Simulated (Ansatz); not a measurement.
**AlH₃OSe (SMILES [AlH2][O][SeH]): one structure at several levels**

The task here is to estimate one member of a computed series from the others.

Method: single points in def2-TZVPP; program: Ansatz 0.2.0, Gaussian basis.

Correlated methods freeze the cores. Filled d shells of the heavier atoms are correlated.

### Where the work starts

SMILES `[AlH2][O][SeH]`, 6 atoms, charge 0, spin multiplicity 1.

Atoms are counted from 1 here; the program's logs count them from 0.

Bond lengths: Al1–O2 1.620 Å, Al1–H4 1.483 Å, Al1–H5 1.580 Å, O2–Se3 1.819 Å, Se3–H6 1.451 Å. Angles: O2–Al1–H4 121.4°, O2–Al1–H5 117.7°, H4–Al1–H5 119.7°, Al1–O2–Se3 175.7°, O2–Se3–H6 100.1°.

Geometry (Å):

```
Al   -1.0281   -0.1186   -0.6490
O     0.2305   -0.2510    0.3628
Se    1.7230   -0.3577    1.3963
H    -1.9126   -1.2742   -0.9363
H    -1.4739    1.3342   -1.0812
H     2.5374    0.6698    0.7752
```

Set-up of the first run:

run/in.yaml reads:

```yaml
crystal:
  periodic: [false, false, false]
  atoms:
    - {symbol: Al, position_ang: [-1.028100, -0.118600, -0.649000]}
    - {symbol: O, position_ang: [0.230500, -0.251000, 0.362800]}
    - {symbol: Se, position_ang: [1.723000, -0.357700, 1.396300]}
    - {symbol: H, position_ang: [-1.912600, -1.274200, -0.936300]}
    - {symbol: H, position_ang: [-1.473900, 1.334200, -1.081200]}
    - {symbol: H, position_ang: [2.537400, 0.669800, 0.775200]}
basis:
  gaussian: {orbitals: def2-TZVPP}
correlation: {method: ccsd_t}
output: {forces: true}
```

The command line of these runs was not kept.

Among the steps run: CCSD(T)/def2-TZVPP; PBE0-D4/def2-TZVPP; wB97M-V/def2-TZVPP; r2SCAN-D4/def2-TZVPP; PBE-D4/def2-TZVPP; BHLYP-D4/def2-TZVPP; SPW92/def2-TZVPP.

One of the session's tables, all rows but one given; the rest of the session is left out.

```
   method  RMS force component (eV/Å)  angle to CCSD(T) forces (°)  dipole (D)
  CCSD(T)                       1.037                    reference        1.36
  PBE0-D4                       1.053                          4.6        1.26
  wB97M-V                           ?                            ?           ?
r2SCAN-D4                       1.006                          3.9        1.24
   PBE-D4                       1.034                         11.0        1.21
 BHLYP-D4                       1.024                          8.1        1.35
    SPW92                       1.031                          9.9        1.25
```

**Question.** Estimate the row for wB97M-V.

As computed: RMS force component (eV/Å): 1.030; angle to CCSD(T) forces (°): 2.4; dipole (D): 1.36. In the column «RMS force component (eV/Å)» it lies between BHLYP-D4 (1.024) and SPW92 (1.031).
